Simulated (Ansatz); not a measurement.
# BeBr+ (triplet): wave-function methods side by side at distance Br1–Be2 = 4.232 Å, cc-pVDZ

The task here is to estimate one member of a computed series from the others.

The runs use Ansatz 0.2.0, Gaussian basis; cc-pVDZ, core rule «outside noble gas», up to 15 orbitals frozen.

The runs, in order: UHF; CCSD(T) on ROHF; CCSD(T) on UHF; BCCD(T) on ROHF; CISD; CCSDT(Q) on ROHF; CCSDT(Q) on UHF; CASSCF and MRCISD+Q, 4 electrons in 4 orbitals; CASSCF and NEVPT2, 4 electrons in 4 orbitals.

39 further runs of the same task are left out: 22 for a known fault of the program, 13 that didn't finish, 4 set aside as unsound or not needed.

**The geometry**

The geometry derives from a PBE0/def2-TZVP stationary point (not a proven minimum). One bond is set to the value named and the two fragments are kept rigid. No spin-orbit coupling is included. The filled d shell of Br may be among the frozen orbitals whatever the setting's name suggests; the logs give the count.

2 atoms, charge 1, spin multiplicity 3.

Atoms are counted from 1 here; the program's logs count them from 0.

No contacts short enough for the rule that draws bonds.

Geometry (Å):

```xyz
2

Br    0.0000    0.0000    0.0000
Be    0.0000    0.0000    4.2320
```

Set-up of the first run:

File in.yaml:

```yaml
crystal:
  periodic: [false, false, false]
  atoms:
    - {symbol: Br, position_ang: [0.000000, 0.000000, 0.000000]}
    - {symbol: Be, position_ang: [0.000000, 0.000000, 4.232000]}
basis:
  gaussian: {orbitals: cc-pVDZ}
total_charge: 1
magnetization: {spin_polarized: true, initial_magnetization: 2}
hamiltonian: {xc: hf}
output: {orbitals: {seedname: orbitals}}
```

Launch:

```sh
> ansatz run in.yaml --threads 1 --pin off --events-out ev --progress --plain --max-ram 2393MiB
```

Among the steps run: UHF; CCSD(T) on ROHF; CCSD(T) on UHF; BCCD(T) on ROHF; CISD; CCSDT(Q) on ROHF; CCSDT(Q) on UHF; CASSCF and MRCISD+Q, 4 electrons in 4 orbitals; CASSCF and NEVPT2, 4 electrons in 4 orbitals.

One of the session's tables, all rows but one given; the rest of the session is left out.

```
       method  from UCCSDT(Q) (meV)
         ROHF               +3061.6
          UHF               +2965.7
         RMP2                +417.7
         UMP2                +430.5
         CISD                +130.6
        RCCSD                 +40.2
        UCCSD                 +36.0
     RCCSD(T)                 +11.8
     UCCSD(T)                  +9.2
      BCCD(T)                 +11.6
       RCCSDT                  +6.1
       UCCSDT                  +3.8
    RCCSDT(Q)                  +2.2
    UCCSDT(Q)                     0
  CASSCF pair               +2805.6
  NEVPT2 pair                +379.8
  MRCISD pair                     ?
MRCISD+Q pair                 -13.2
```

**Question.** Estimate the row for MRCISD pair.

**Answer.** from UCCSDT(Q) (meV): +115.3. In the column «from UCCSDT(Q) (meV)» it lies between RCCSD (+40.2) and CISD (+130.6).

Limits of these values: Restricted and unrestricted rows rest on different reference determinants; where their highest levels disagree by more than a few hundredths of an eV, they describe different states and don't form one ladder.
